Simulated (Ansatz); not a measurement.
HPbNO4:

```
H Pb N O
1.0
     4.92453    0.00000    0.00000
     0.00000    5.59720    0.00000
     0.00000    0.00000    7.24347
H Pb N O
2 2 2 8
Cartesian
  0.0000 2.7986 1.3992
  2.4623 0.0000 5.8442
  2.4623 2.7986 6.8999
  0.0000 0.0000 0.3436
  0.0000 0.0000 4.6108
  2.4623 2.7986 2.6327
  0.0000 2.7986 0.4245
  2.4623 0.0000 6.8190
  0.0000 1.0953 5.2874
  0.0000 4.5019 5.2874
  0.0000 0.0000 3.3863
  2.4623 3.8939 1.9561
  2.4623 1.7033 1.9561
  2.4623 2.7986 3.8571
```

The cell was built by a generator and needn't be a form met in nature.

| Quantity | Value |
| --- | --- |
| Program | Ansatz 0.2.0 |
| Task | relaxation of cell and atoms |
| Functional | r2SCAN |
| Dispersion | D4 |
| Potentials or basis | Ansatz PAW |
| Cutoff | 500 eV (not typed: the program's choice for these potentials) |
| k mesh | 4 × 4 × 3 |
| Occupations | fermi-dirac, width 0.05 eV |
| Spin | no spin polarisation |

At the start: volume 14.26 Å³/atom.

Question: Where does the relaxation end?

Answer: It ends after 11 steps and the volume is 13.01 Å³/atom (-8.8 %); space group Pmmn (No. 59, to 0.05 Å).

Step by step:
| step | energy change (eV) | largest force (eV/Å) | volume (Å³) |
| --- | --- | --- | --- |
| 1 | 0.0000 | 0.6969 | 199.66 |
| 2 | -0.0394 | 0.5140 | 172.74 |
| 3 | -0.1523 | 0.3369 | 184.46 |
| 4 | -0.1608 | 0.1662 | 187.88 |
| 5 | -0.1765 | 0.1241 | 184.52 |
| 6 | -0.1818 | 0.0960 | 183.05 |
| 7 | -0.1833 | 0.0350 | 182.86 |
| 8 | -0.1845 | 0.0059 | 181.93 |
| 9 | -0.1753 | 0.0064 | 181.93 |
| 10 | -0.1753 | 0.0040 | 182.09 |
| 11 | -0.1753 | 0.0039 | 182.09 |

Final structure:
```
CELL_PARAMETERS angstrom
4.71928 0.00000 0.00000
0.00000 5.43058 0.00000
0.00000 0.00000 7.10503
ATOMIC_POSITIONS crystal
H 0.00000 0.50000 0.19745
H 0.50000 0.00000 0.80255
Pb 0.50000 0.50000 0.92874
Pb 0.00000 0.00000 0.07126
N 0.00000 0.00000 0.64446
N 0.50000 0.50000 0.35554
O 0.00000 0.50000 0.06157
O 0.50000 0.00000 0.93843
O 0.00000 0.19986 0.73789
O 0.00000 0.80014 0.73789
O 0.00000 0.00000 0.47274
O 0.50000 0.69986 0.26211
O 0.50000 0.30014 0.26211
O 0.50000 0.50000 0.52726
```

Caveat: the plane-wave basis is chosen anew once the cell has moved, so the energies of steps on either side of that aren't comparable; the PAW data sets come from PBE, with cores solved anew for the run's functional, which leaves a small shift of forces and pressure.
